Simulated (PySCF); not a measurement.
# RuNCl: singlet, from a linear start

The task is one start of a wider search on RuNCl: the singlet, from a linear start. It is relaxed, tested by its Hessian and followed downhill if it is a saddle.

Program: PySCF 2.14.0. Level of theory: PBE0, basis Ru def2-TZVP with ECP28, N def2-TZVP, Cl def2-TZVP, scalar-relativistic core potentials, no spin–orbit coupling, density fitting. These are calculated values, not measurements.

## (1) The system as given

3 atoms, charge 0, spin multiplicity 1.

Bond lengths: Ru1–N2 1.740 Å, Ru1–Cl3 2.240 Å. Angles: N2–Ru1–Cl3 180.0°.

```xyz
3
charge 0 multiplicity 1
Ru    0.0000    0.0000    0.0000
N     0.0000    0.0000   -1.7400
Cl    0.0000    0.0000    2.2400
```

## (2) Finding the electronic state

The steps below are one call of a driver around PySCF. For each, scf.py gives the equivalent set-up of the SCF; relaxations use the driver's own optimiser. After this first run the driver tries any further starts and a stability analysis.

File scf.py:

```python
from pyscf import gto, scf, dft
mol = gto.M(atom='''
Ru     0.000000     0.000000     0.000000
N      0.000000     0.000000    -1.740000
Cl     0.000000     0.000000     2.240000''',
    basis={'Ru': 'def2-TZVP', 'N': 'def2-TZVP', 'Cl': 'def2-TZVP'},
    ecp={'Ru': 'def2-TZVP'},
    charge=0, spin=0)
mf = dft.RKS(mol, xc='PBE0')
mf.grids.atom_grid = (50, 194)
aux = {'Ru': 'def2-universal-JKFIT', 'N': 'def2-universal-JKFIT', 'Cl': 'def2-universal-JKFIT'}
mf = mf.density_fit(auxbasis=aux)
mf.conv_tol = 1e-08
mf.diis_space = 10
mf.max_cycle = 60
mf.init_guess = 'minao'
mf.verbose = 4
mf.kernel()
```

Launch:

```
$ OMP_NUM_THREADS=2 python axn.py task.json out
```

The program printed (excerpt; [...] marks lines left out):

```text
[... the frontier levels of the middle cycles are left out ...]
init E= -601.68725646077
  HOMO = -0.601279266497325  LUMO = -0.473616023951059  gap/eV = 3.47389
cycle= 1 E= -608.333101793614  delta_E= -6.65  |g|= 2.59  |ddm|= 4.51
cycle= 2 E= -597.530099527597  delta_E= 10.8  |g|=  5.6  |ddm|= 6.01
  HOMO = -0.343698850991508  LUMO = -0.252975153461449  gap/eV = 2.46872
cycle= 3 E= -609.32641356159  delta_E= -11.8  |g|= 1.11  |ddm|= 5.85
cycle= 4 E= -609.223936648083  delta_E= 0.102  |g|= 1.28  |ddm|= 1.23
cycle= 5 E= -609.594574294717  delta_E= -0.371  |g|= 0.25  |ddm|= 0.697
cycle= 6 E= -609.596767909861  delta_E= -0.00219  |g|= 0.25  |ddm|= 0.234
cycle= 7 E= -609.606491974231  delta_E= -0.00972  |g|= 0.12  |ddm|= 0.0807
cycle= 8 E= -609.6085535452  delta_E= -0.00206  |g|= 0.0572  |ddm|= 0.0283
cycle= 9 E= -609.60915382334  delta_E= -0.0006  |g|= 0.0072  |ddm|= 0.0208
cycle= 10 E= -609.60916342706  delta_E= -9.6e-06  |g|= 0.00112  |ddm|= 0.00324
cycle= 11 E= -609.609163756  delta_E= -3.29e-07  |g|= 0.000149  |ddm|= 0.000836
cycle= 12 E= -609.609163776438  delta_E= -2.04e-08  |g|= 6.07e-05  |ddm|= 0.000371
cycle= 13 E= -609.609163779383  delta_E= -2.94e-09  |g|= 2.26e-05  |ddm|= 0.000142
  HOMO = -0.275520958024928  LUMO = -0.151618812320537  gap/eV = 3.37155
Extra cycle  E= -609.609163778462  delta_E= 9.21e-10  |g|= 7.98e-05  |ddm|= 6.17e-05
converged SCF energy = -609.609163778462
```

This step, with its further starts and checks, ran for 9.8 s (2 threads of Arm Neoverse V2, shared host).

The starts that the driver tried:

```tsv
start	energy (Eh)
the minimal-basis guess	-609.609164
a thermally smeared density	-609.609164
a smeared PBE density	-609.609164
```

No lower closed-shell solution turned up from the other starts or in the test of internal stability.

## (3) Relaxing the singlet from the linear start

The program finds C∞v symmetry in the start, which this walk keeps. Threshold on the gradient: 0.0003 Eh/bohr, with a further test on the energy change.

scf.py: that of step 2 with these lines changed.

```diff
@@ -3,3 +3,3 @@
-Ru     0.000000     0.000000     0.000000
-N      0.000000     0.000000    -1.740000
-Cl     0.000000     0.000000     2.240000''',
+Ru     0.000000     0.000000    -0.357676
+N      0.000000     0.000000    -2.097676
+Cl     0.000000     0.000000     1.882324''',
@@ -16 +15,0 @@
-mf.init_guess = 'minao'
```

Steps of the walk:

```tsv
step	energy (Eh)	change (kJ/mol)	largest symmetric gradient (Eh/bohr)
0	-609.609164	0.00	0.17123
1	-609.644414	-92.55	0.03209
2	-609.645147	-94.47	0.01959
3	-609.645387	-95.10	0.00257
4	-609.645393	-95.12	0.00020
5	-609.645393	-95.12	0.00002
```

The walk took 11 s.

After 5 steps and 95.1 kJ/mol it ends at C∞v: Ru–Cl 2.319 Å, Ru–N 1.545 Å; Cl–Ru–N 180.0°.

## (4) Is it a minimum? Harmonic modes

The point is checked on the finer grid, and tightened if its gradient asks for it. The Hessian and the dipole derivatives come from central differences of analytic gradients, with steps of 0.02 bohr.

scf.py: that of step 3 with these lines changed.

```diff
@@ -3,3 +3,3 @@
-Ru     0.000000     0.000000    -0.357676
-N      0.000000     0.000000    -2.097676
-Cl     0.000000     0.000000     1.882324''',
+Ru     0.000000    -0.000000    -0.394149
+N      0.000000    -0.000000    -1.939103
+Cl    -0.000000     0.000000     1.925111''',
@@ -10 +10 @@
-mf.grids.atom_grid = (50, 194)
+mf.grids.atom_grid = (75, 302)
@@ -13 +13 @@
-mf.conv_tol = 1e-08
+mf.conv_tol = 1e-10
```

This SCF starts from the last density.

SCF at the final geometry:

```text
init E= -609.64540879412
  HOMO = -0.275984929150273  LUMO = -0.132261954652398  gap/eV = 3.91090
cycle= 1 E= -609.645408794121  delta_E= -1.14e-12  |g|= 7.97e-07  |ddm|= 7.14e-07
  HOMO = -0.275984976571573  LUMO = -0.132261898645879  gap/eV = 3.91090
Extra cycle  E= -609.645408794118  delta_E= 2.5e-12  |g|= 3.14e-06  |ddm|= 1.62e-06
converged SCF energy = -609.645408794118
```

The whole step took 27 s.

Geometry: C∞v; Ru–Cl 2.319 Å, Ru–N 1.545 Å; Cl–Ru–N 180.0°.

Harmonic modes (main isotopes):

| symmetry | ω (cm⁻¹) | IR (km/mol) | μ (u) | type |
| --- | --- | --- | --- | --- |
| π | 108i | 35.9 | 19.43 | bend |
| σ+ | 360 | 59.4 | 39.08 | stretch |
| σ+ | 1262 | 131 | 15.54 | stretch |

With 2 modes imaginary (up to 108i cm⁻¹) this point is a saddle.

Properties at this point:

| Property | Result |
| --- | --- |
| Dipole moment | 2.13 D |
| Highest occupied level | -7.51 eV |
| Lowest empty level | -3.60 eV |
| Rotational constants | 0.0851 cm⁻¹ |
| Zero-point energy (real modes) | 9.7 kJ/mol |
| Principal polarisabilities | 31.3, 31.3, 74.3 bohr³ |
| Atomisation energy without zero-point energy | 814 kJ/mol |
| Principal traceless quadrupole moments about the centre of mass | -8.12, 4.06, 4.06 D Å |

Populations by atom (charges in e):

```tsv
atom	Mulliken	Löwdin	polar tensor	Mayer order to Ru1
Ru1	0.81	0.23	1.31	–
N2	-0.37	-0.10	-0.61	2.81
Cl3	-0.45	-0.14	-0.69	0.94
```

Outer orbital energies (eV). occupied: -12.11, -11.72, -11.72, -9.13, -8.82, -8.82, -7.51, -7.51; empty: -3.60, -2.57, -2.57, 0.71.

Mulliken populations on Ru1 (outside its core potential): s 2.32, p 6.02, d 6.82, f 0.02.

## (5) Following the imaginary mode

The start is the last point, displaced along its most imaginary mode.

The program finds Cs symmetry in the start, which this walk keeps.

scf.py: that of step 4 with these lines changed.

```diff
@@ -3,3 +3,3 @@
-Ru     0.000000    -0.000000    -0.394149
-N      0.000000    -0.000000    -1.939103
-Cl    -0.000000     0.000000     1.925111''',
+Ru     0.057237    -0.000269    -0.394149
+N     -0.249997     0.001177    -1.939103
+Cl    -0.066687     0.000314     1.925111''',
@@ -10 +10 @@
-mf.grids.atom_grid = (75, 302)
+mf.grids.atom_grid = (50, 194)
@@ -13 +13 @@
-mf.conv_tol = 1e-10
+mf.conv_tol = 1e-08
```

Steps of the walk:

```tsv
step	energy (Eh)	change (kJ/mol)	largest symmetric gradient (Eh/bohr)
0	-609.645099	0.00	0.04040
1	-609.646328	-3.23	0.01774
2	-609.646783	-4.42	0.00436
3	-609.647306	-5.79	0.01569
4	-609.647622	-6.63	0.03058
5	-609.648175	-8.08	0.01790
6	-609.648874	-9.91	0.00448
7	-609.648970	-10.17	0.00484
8	-609.648990	-10.22	0.00125
9	-609.648991	-10.22	0.00004
```

The walk took 20 s.

Geometry (Å) and forces (eV/Å) at some steps:

```
step 0
Ru   0.057   0.000  -0.394  -0.242   0.001  -1.833
N   -0.250   0.001  -1.939   0.303  -0.001   2.077
Cl  -0.067   0.000   1.925  -0.061   0.000  -0.244
step 1
Ru   0.070   0.000  -0.406   0.427  -0.002   0.886
N   -0.256   0.001  -1.903  -0.335   0.002  -0.912
Cl  -0.074   0.000   1.901  -0.092   0.001   0.026
step 5
Ru   0.216  -0.001  -0.408  -0.199   0.001  -0.798
N   -0.342   0.002  -1.862   0.245  -0.001   0.921
Cl  -0.134   0.001   1.862  -0.046   0.000  -0.123
step 9
Ru   0.317  -0.001  -0.421  -0.002   0.000   0.000
N   -0.398   0.002  -1.789   0.004   0.000   0.002
Cl  -0.178   0.001   1.801  -0.003   0.000  -0.002
```

End point (Cs, 9 steps, 10.2 kJ/mol gained): Ru–Cl 2.277 Å, Ru–N 1.543 Å; Cl–Ru–N 139.8°.

## (6) Frequencies

The same treatment as at the point before.

scf.py: that of step 5 with these lines changed.

```diff
@@ -3,3 +3,3 @@
-Ru     0.057237    -0.000269    -0.394149
-N     -0.249997     0.001177    -1.939103
-Cl    -0.066687     0.000314     1.925111''',
+Ru     0.180958    -0.000852    -0.388041
+N     -0.533488     0.002511    -1.755783
+Cl    -0.314157     0.001478     1.834070''',
@@ -10 +10 @@
-mf.grids.atom_grid = (50, 194)
+mf.grids.atom_grid = (75, 302)
@@ -13 +13 @@
-mf.conv_tol = 1e-08
+mf.conv_tol = 1e-10
```

SCF at the final geometry:

```text
init E= -609.649010868118
  HOMO = -0.261568703569046  LUMO = -0.133577979228116  gap/eV = 3.48281
cycle= 1 E= -609.649010868102  delta_E= 1.57e-11  |g|= 9.85e-06  |ddm|= 6.06e-06
  HOMO = -0.261570090735257  LUMO = -0.133578031188822  gap/eV = 3.48284
Extra cycle  E= -609.649010867802  delta_E= 3e-10  |g|= 4.19e-05  |ddm|= 2.19e-05
converged SCF energy = -609.649010867802
```

The whole step ran for 41 s (2 threads of Arm Neoverse V2, shared host).

Geometry: Cs; Ru–Cl 2.277 Å, Ru–N 1.543 Å; Cl–Ru–N 139.9°.

Harmonic modes (main isotopes):

| symmetry | ω (cm⁻¹) | IR (km/mol) | type |
| --- | --- | --- | --- |
| a' | 121 | 14.8 | bend |
| a' | 380 | 56.3 | stretch |
| a' | 1272 | 112 | stretch |

No imaginary mode, so this is a minimum.

Constants and moments:

```yaml
Dipole_moment: 3.06 D
Highest_occupied_level: -7.12 eV
Lowest_empty_level: -3.63 eV
Rotational_constants: 1.762, 0.09505, 0.09019 cm⁻¹
Zero-point_energy: 10.6 kJ/mol
Principal_polarisabilities: 33.6, 35.5, 69.6 bohr³
Atomisation_energy_without_zero-point_energy: 823 kJ/mol
Principal_traceless_quadrupole_moments_about_the_centre_of_mass: -7.00, 2.40, 4.60 D Å
Entropy_at_298.15_K_and_1_bar: 289.9 J/(mol K)
Heat_capacity_Cp_at_298.15_K: 48.3 J/(mol K)
Enthalpy_at_298.15_K_above_0_K: 12.64 kJ/mol
Rotational_symmetry_number: 1
```

Charges (e) and bond orders:

```json
{"atom": "Ru1", "Mulliken": "0.86", "Löwdin": "0.21", "polar tensor": "1.25", "Mayer order to Ru1": "–"}
{"atom": "N2", "Mulliken": "-0.39", "Löwdin": "-0.11", "polar tensor": "-0.60", "Mayer order to Ru1": "2.77"}
{"atom": "Cl3", "Mulliken": "-0.47", "Löwdin": "-0.10", "polar tensor": "-0.65", "Mayer order to Ru1": "0.85"}
```

Outer orbital energies (eV). occupied: -12.03, -11.63, -11.57, -9.53, -9.02, -8.80, -7.13, -7.12; empty: -3.63, -2.53, -1.90, 0.45.

Mulliken populations on Ru1 (outside its core potential): s 2.22, p 6.08, d 6.82, f 0.02.

## (7) Would spin polarisation lower it?

At the lowest minimum the closed shell is tested against spin polarisation, on the (50, 194) grid. It is stable.

## (8) The points found, side by side

| spin | group | bonds | imaginary modes (cm⁻¹) | ΔE (kJ/mol) | with zero-point energy |
| --- | --- | --- | --- | --- | --- |
| singlet | Cs | Ru–Cl 2.277 Å, Ru–N 1.543 Å | none | 0.0 | 0.0 |
| singlet | C∞v | Ru–Cl 2.319 Å, Ru–N 1.545 Å | 108i, 108i | 9.5 | – |

## (9) Results

| quantity | value |
| --- | --- |
| minimum | singlet, Cs |
| geometry | Ru–Cl 2.277 Å, Ru–N 1.543 Å; Cl–Ru–N 139.9° |
| wavenumbers (cm⁻¹) | 121 (a'), 380 (a'), 1272 (a') |
| dipole moment | 3.06 D |
| highest occupied, lowest empty level | -7.12, -3.63 eV |
| polar-tensor charge of Ru1 | +1.25 e |
| zero-point energy | 10.6 kJ/mol |
| entropy at 298.15 K | 289.9 J/(mol K) |
| atomisation energy (no zero-point energy) | 823 kJ/mol |

What this shows: The linear start (C∞v) ends in a minimum of Cs symmetry, after a stop at a second-order saddle point 9.5 kJ/mol higher, from which it was pushed off along an imaginary mode. The strongest infrared band lies at 1272 cm⁻¹ (a', stretch). Other starts or spin states, not run here, may lie lower.

The search up to here took 1.9 min.
